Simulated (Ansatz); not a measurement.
# CeGe2Au2: equation of state with PBEsol

CeGe2Au2:

```
Au Ce Ge
1.0
    -2.22387    2.22387    5.19781
     2.22387   -2.22387    5.19781
     2.22387    2.22387   -5.19781
Au Ce Ge
2 1 2
Direct
  0.25000 0.75000 0.50000
  0.75000 0.25000 0.50000
  0.00000 0.00000 0.00000
  0.38248 0.38248 0.00000
  0.61752 0.61752 0.00000
```

The cell is a database's computed one.

| Property | Result |
| --- | --- |
| Program | Ansatz 0.2.0 |
| Task | equation of state |
| Functional | PBEsol |
| Potentials or basis | Ansatz PAW |
| Cutoff | 420 eV |
| Density cutoff | 1680 eV |
| k mesh | 8 × 8 × 8 |
| Occupations | fermi-dirac, width 0.05 eV |
| Spin | collinear spin, ferromagnetic start |
| Starting moments | [0.0, 0.0, 1.0, 0.0, 0.0] μB |

- Equilibrium volume: 19.88 Å³/atom
- Bulk modulus at fixed shape and positions: 108 GPa
- Pressure derivative of the bulk modulus: 5.4

Energy against volume, from the lowest point:
```
volume (Å³/atom)  energy (meV/atom)
          19.331               5.04
          19.742               0.00
          20.154               0.94
          20.565               7.11
          20.976              17.88
          21.388              32.67
          21.799              50.97
```

All runs of the series together: 5.3 min on 2 threads of Arm Neoverse V2, on a shared host.

Caveat: the cell was scaled at fixed shape and fractional positions, which overstates the stiffness of a crystal with free parameters, most of all of layers and chains; without U or exact exchange the open f shell lies at the Fermi level, which spoils levels, moments and volumes. The state reached can hang on the start; a lower one may exist.
